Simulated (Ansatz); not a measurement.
BrCd: a ladder of basis sets, run with Ansatz's Python interface.

Script `basis_brcd.py`:
```python
"""How the energy of BrCd converges with the basis."""

import warnings

import ansatz as az
from ase import Atoms


def main() -> None:
    warnings.simplefilter("ignore", az.DeckWarning)

    atoms = Atoms(["Cd", "Br"], positions=[
        [0.0, 0.0, 0.0],
        [0.0, 0.0, 2.515],
    ])
    geometry = az.Crystal.molecule_from_ase(atoms)

    base = (
        geometry.calculation()
        .functional("hf")
        .spin("collinear", total=1)
    )

    energies = {}
    for basis in ["def2-SVP", "def2-SVPD", "def2-TZVP", "def2-TZVPP"]:
        data = base.basis(gaussian=basis).run(threads=1, pin="off").report
        size = data["n_frozen"] + data["n_occupied"][0] + data["n_virtual"][0]
        energies[basis] = (data["reference_energy_ev"] / 27.211386246, data["free_energy_ev"] / 27.211386246)
        print(f"{basis:14s} {size:4d} orbitals  reference {energies[basis][0]:14.6f} Ha  total {energies[basis][1]:14.6f} Ha")

    last = energies["def2-TZVPP"][1]
    for basis, (_, total) in energies.items():
        print(f"{basis:14s} lies {27.211386 * (total - last):9.4f} eV above def2-TZVPP")


if __name__ == "__main__":
    main()
```

How far does the total energy move along this ladder of basis sets?

Against def2-SVP: def2-SVPD -6.0 mHa, def2-TZVP -354.4 mHa and def2-TZVPP -354.9 mHa. The last step alone is -0.47 mHa (these two sets differ little on atoms other than hydrogen). From the first set to the last the time grows from 0.9 to 2.3 s.

The output:

Output of `python basis_brcd.py`:
```text
def2-SVP         63 orbitals  reference   -2738.979851 Ha  total   -2738.979851 Ha
def2-SVPD        75 orbitals  reference   -2738.985851 Ha  total   -2738.985851 Ha
def2-TZVP        88 orbitals  reference   -2739.334263 Ha  total   -2739.334263 Ha
def2-TZVPP      104 orbitals  reference   -2739.334736 Ha  total   -2739.334736 Ha
def2-SVP       lies    9.6569 eV above def2-TZVPP
def2-SVPD      lies    9.4937 eV above def2-TZVPP
def2-TZVP      lies    0.0129 eV above def2-TZVPP
def2-TZVPP     lies    0.0000 eV above def2-TZVPP
```

Caveats:
- The drop along the ladder measures the basis error, and is no property of the molecule.
- The geometry is a force-field or estimated start, not a minimum of this method, and the last set is no limit. Much of the fall in a total is atomic energy, which cancels in bond and reaction energies.
- def2 sets replace the cores of elements past krypton by effective core potentials.
- The species is open-shell (spin multiplicity 2).
- The spin state was assumed, and another may lie lower.
- Wall time of the script: 6.8 s on 1 thread of Arm Neoverse V1, on a shared host, peak memory 0.29 GiB.
